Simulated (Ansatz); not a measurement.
# Relaxation of SiO2

Wanted: the geometry at rest of SiO2 (a database structure at a slightly changed volume), relaxing cell and atoms, and its electronic structure there.

All numbers below are computed with Ansatz 0.2.0 (DFT, r2SCAN, no spin polarisation, plane waves, PAW).

## Step 1: The structure

It takes space group P4_12_12 (No. 92, tetragonal). Conventional cell: a = 4.706 Å, b = 4.706 Å, c = 6.343 Å, α = 90.00°, β = 90.00°, γ = 90.00°. Around Si (site symmetry 2) lie 4 O at 1.61 to 1.63 Å. O (site symmetry 1) has 2 Si at 1.61 to 1.63 Å as nearest neighbours.

In its conventional cell, by symmetry (the run takes the cell typed in the input):

```cif
data_structure
_symmetry_space_group_name_H-M 'P4_12_12'
_symmetry_Int_Tables_number 92
_cell_length_a 4.7059
_cell_length_b 4.7059
_cell_length_c 6.3432
_cell_angle_alpha 90.000
_cell_angle_beta 90.000
_cell_angle_gamma 90.000
_cell_volume 140.47
loop_
_atom_site_label
_atom_site_type_symbol
_atom_site_symmetry_multiplicity
_atom_site_Wyckoff_symbol
_atom_site_fract_x
_atom_site_fract_y
_atom_site_fract_z
_atom_site_occupancy
Si1 Si 4 a 0.33160 0.33160 0.00000 1
O1 O 8 b 0.22970 0.16480 0.21190 1
```

The first density is read from a saved solution for the starting cell.

## Step 2: Relaxing

File input.yaml:

```yaml
crystal:
  lattice:
    - [4.70590043, 0.0, 0.0]
    - [0.0, 4.70590043, 0.0]
    - [0.0, 0.0, 6.34321606]
  atoms:
    - { symbol: Si, position: [0.3316, 0.3316, 0.0] }
    - { symbol: Si, position: [0.1684, 0.8316, 0.25] }
    - { symbol: Si, position: [0.6684, 0.6684, 0.5] }
    - { symbol: Si, position: [0.8316, 0.1684, 0.75] }
    - { symbol: O, position: [0.2297, 0.1648, 0.2119] }
    - { symbol: O, position: [0.3352, 0.7297, 0.4619] }
    - { symbol: O, position: [0.7703, 0.8352, 0.7119] }
    - { symbol: O, position: [0.6648, 0.2703, 0.9619] }
    - { symbol: O, position: [0.7297, 0.3352, 0.5381] }
    - { symbol: O, position: [0.8352, 0.7703, 0.2881] }
    - { symbol: O, position: [0.2703, 0.6648, 0.0381] }
    - { symbol: O, position: [0.1648, 0.2297, 0.7881] }
  symmetry: { tolerance: 0.0003 }
kpoints:
  mp_grid: { grid: [6, 6, 4], shift: [0, 0, 0] }
magnetization:
  spin_polarized: false
scf:
  occupations: { method: fermi_dirac, width: 0.05 }
  lower_state_search: "off"
hamiltonian:
  pseudopotentials: { kind: paw }
  xc: r2scan
basis:
  ecutwfc: 500
  fft_grid_basis: typed
relax:
  max_steps: 80
  cell: { p_target: 0.0 }
  f_tol: 0.03
output:
  forces: true
  stress: true
  eigenvalues: true
  bader: true
  populations: true
  elf: true
  write_potential: true
  volumetric_format: npy
  dos:
    e_range: [-12, 8]
    de: 0.05
    projected: { site_lists: { O: [O], Si: [Si] } }
  write_density: true
checkpoint:
  read: saved_state
```

Command:

```
> ansatz run input.yaml --threads 2 --pin off --max-ram 3584MiB --backend cpu --events-out ev --progress --plain --runs-dir out
```

What does the calculation give? Wanted: moves; energy gained; largest move; cell; volume; pressure at the end; gap; Bader charges.

The runs gave:

| quantity | value |
| --- | --- |
| moves | 7 |
| energy gained | 36.0 meV/atom |
| largest move | 0.35 Å (O) |
| space group (0.01 Å), before / after | P4_12_12 / P4_12_12 |
| cell | a = 4.980 Å, b = 4.980 Å, c = 6.916 Å, α = 90.00°, β = 90.00°, γ = 90.00° |
| volume | 14.29 Å³/atom (+22.1 %) |
| pressure at the end | 0.01 GPa |
| formation energy (elements from separate runs) | -3.02 eV/atom |
| gap (mesh) | 6.35 eV, direct |
| Bader charges | Si +3.37, O -1.68 e |

The volume grew by 22.1 %, and the largest move of an atom is 0.35 Å apart from the change of the cell; the energy fell by 36.0 meV per atom. The run held to 8 symmetry operations, so a lower structure without them is not ruled out. It is gapped: 6.35 eV, direct at the points sampled. Gaps from semilocal functionals tend to lie below the measured ones. Set against separate runs on the elements (Si diamond, O2 molecule), it forms at -3.02 eV per atom, so it holds against falling apart into elements. Si loses most charge (+3.37 e on average) and O gains most (-1.68 e).
